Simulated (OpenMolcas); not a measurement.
**Pt²⁺ in CsCaF3: CASSCF and CASPT2 levels and susceptibility**

Aim: the ligand-field states of Pt²⁺ in this surrounding, its lowest levels with spin-orbit coupling and its magnetic susceptibility.

The numbers are computed with OpenMolcas 26.06 (state-averaged CASSCF and CASPT2, spin-orbit coupling by RASSI with atomic mean-field integrals), except any that are marked as measured or tabulated.

## 1. What is computed

```
Species                           : Pt²⁺ (platinum, Z = 78, 76 electrons)
Basis                             : ANO-RCC-VDZP [7s6p4d2f], 167 functions with the ligands
Scalar Hamiltonian                : DKH2, point nucleus
Inactive shells                   : 1s 2s 2p 3s 3p 3d 4s 4p 4d 4f 5s 5p of the metal, and all ligand shells
Active space                      : 8 electrons in 5 orbitals (5d)
Some configurations of this space : 5d⁸
Orbitals                          : optimised for each spin and parity, averaged over all roots
```

The outer shells:

5d8
```
5d [↑↓][↑↓][↑↓][↑ ][↑ ]
```

Pt²⁺ is taken with its 6 nearest fluoride ions at 2.068 Å, on the cation site of CsCaF3 (a = 4.526 Å). The rest of the host is ab initio model potentials to 7.6 Å, with orthogonalisation functions on the cations behind the ligands, and point charges beyond; the distance is set by hand, nothing relaxes, and no local charge compensation is placed. Ligand basis ANO-RCC-VDZP.

```xyz
15

Pt    0.0000    0.0000    0.0000
F     2.0680    0.0000    0.0000
F     0.0000    2.0680    0.0000
F    -2.0680    0.0000    0.0000
F     0.0000   -2.0680    0.0000
F     0.0000    0.0000    2.0680
F     0.0000    0.0000   -2.0680
Cs    2.2630   -2.2630   -2.2630
Cs   -2.2630    2.2630    2.2630
Cs    2.2630   -2.2630    2.2630
Cs   -2.2630    2.2630   -2.2630
Cs    2.2630    2.2630   -2.2630
Cs   -2.2630   -2.2630    2.2630
Cs    2.2630    2.2630    2.2630
Cs   -2.2630   -2.2630   -2.2630
```

The work runs as a chain of OpenMolcas steps in one folder; each step below is one input file. Labels, J, g values, rates, χT and fits are worked out afterwards by a script from the matrices that RASSI stores.

## 2. One- and two-electron integrals

a.inp

```
&GATEWAY
Basis set
Pt.ANO-RCC-VDZP.
Pt1 0.0 0.0 0.0 Angstrom
End of basis
Basis set
F.ANO-RCC-VDZP.
L1 2.068000 0.000000 0.000000 Angstrom
L2 0.000000 2.068000 0.000000 Angstrom
L3 0.000000 0.000000 2.068000 Angstrom
End of basis
Basis set
Ca.EMB-AIMP.Lopez-Moraza.10s7p.1s1p.ECP.CsCaF3.
PseudoCharge
* 3 symmetry-unique lattice sites within 7.6 angstrom
End of basis
Basis set
Cs.EMB-AIMP.Lopez-Moraza.0s.0s.ECP.CsCaF3.
PseudoCharge
* 16 symmetry-unique lattice sites within 7.6 angstrom
End of basis
Basis set
Ca.EMB-AIMP.Lopez-Moraza.0s.0s.ECP.CsCaF3.
PseudoCharge
* 6 symmetry-unique lattice sites within 7.6 angstrom
End of basis
Basis set
F.EMB-AIMP.Lopez-Moraza.0s.0s.ECP.CsCaF3.
PseudoCharge
* 27 symmetry-unique lattice sites within 7.6 angstrom
End of basis
Symmetry
XYZ
AngMom=0.0 0.0 0.0
AMFI
RICD
XField
1537 Angstrom 0
* Evjen-weighted lattice charges
&SEWARD
```

On the command line:

```console
$ OMP_NUM_THREADS=1 MOLCAS_MEM=2457 MOLCAS_PROJECT=a pymolcas a.inp > a.log
```

## 3. Reference wave functions, triplets, 10 roots

a.inp

```
&RASSCF
FileOrb=start.orb
Symmetry=1
Spin=3
nActEl=8 0 0
Inactive=30 34
Ras2=5 0
CIRoot=10 10 1
SDav=10
CIMx=300
Iter=150 100
PrWF=0.3
OrbListing=Nothing
MaxOrb=0
LevShft=1.0
>>> COPY $Project.JobIph JOB001
```

start.orb holds start orbitals that the driver prepared beforehand, or those of the step before.

## 4. CASSCF: singlets, 15 roots

a.inp

```
&RASSCF
FileOrb=start.orb
Symmetry=1
Spin=1
nActEl=8 0 0
Inactive=30 34
Ras2=5 0
CIRoot=15 15 1
SDav=15
CIMx=300
Iter=150 100
PrWF=0.3
OrbListing=Nothing
MaxOrb=0
LevShft=1.0
>>> COPY $Project.JobIph JOB002
```

## 5. RASSI: spin-orbit coupling between the states

a.inp

```
&RASSI
NrOfJobIphs=2 10 15
1 2 3 4 5 6 7 8 9 10
1 2 3 4 5 6 7 8 9 10 11 12 13 14 15
IphNames
JOB001
JOB002
EJob
SpinOrbit
DIPRint=1.0
SOCoupling=1000.0
Subsets=2
Property=9
'ANGMOM' 1 'ANGMOM' 2 'ANGMOM' 3 'MLTPL  1' 1 'MLTPL  1' 2 'MLTPL  1' 3
'AMFI' 1 'AMFI' 2 'AMFI' 3
SOProperty=3
'ANGMOM' 1 'ANGMOM' 2 'ANGMOM' 3
```

## 6. CASPT2: IPEA 0.25, imaginary shift 0.1 (closed shells correlated: 5s 5p of the metal, with ligand shells; the Frozen line counts the rest)

a.inp

```
>>> COPY JOB001 $Project.JobIph
&CASPT2
Multistate=10 1 2 3 4 5 6 7 8 9 10
NoMult
Frozen=17 19
IPEA=0.25
Imaginary=0.1
MaxIter=60
WThr=0.0 0.3 0.05
PrWF=0.5
NoMix
>>> COPY JOB002 $Project.JobIph
&CASPT2
Multistate=15 1 2 3 4 5 6 7 8 9 10 11 12 13 14 15
NoMult
Frozen=17 19
IPEA=0.25
Imaginary=0.1
MaxIter=60
WThr=0.0 0.3 0.05
PrWF=0.5
NoMix
```

(Steps that only read results are left out.)

Before running it: what results should come out? Wanted: spin-free ground state; first state of the same spin within the active space; lowest level; next level.

**Answer**, as computed:

| quantity | value |
| --- | --- |
| method | SS-CASPT2, IPEA 0.25, imaginary shift 0.1 (closed shells correlated: 5s 5p of the metal, with ligand shells; the Frozen line counts the rest) |
| spin-free ground state | 3A2, 1-fold in its orbital part |
| first state of the same spin within the active space | 3T2 at 21700 cm⁻¹ |
| lowest level | 3-fold T2 |
| next level | 8166.8 cm⁻¹ |
| χT at 300 K | 1.59 cm³ K/mol |
| effective moment at 300 K | 3.57 μB |

Cost by method:

```
                                              method  time of its own steps  time with the reference
                                           A. CASSCF                   30 s                     30 s
B. SS-CASPT2, IPEA 0.25, imaginary shift 0.1, +5s 5p                   98 s                  2.1 min
```

Times are of one thread on a shared host.

What this shows: The spin-free ground state (3A2) is 1-fold and keeps the highest spin of the shell. χT at 300 K is 1.59, against 1.00 cm³ K/mol for the spin alone, so orbital moment adds to it. A ligand-field fit to the states below 45000 cm-1 gives 10Dq = 22010 cm-1, B = 656 cm-1 and C = 2341 cm-1 (C/B = 3.57), with a deviation of 235 cm-1. CASPT2 does not keep the components of a term degenerate, and the means are used.
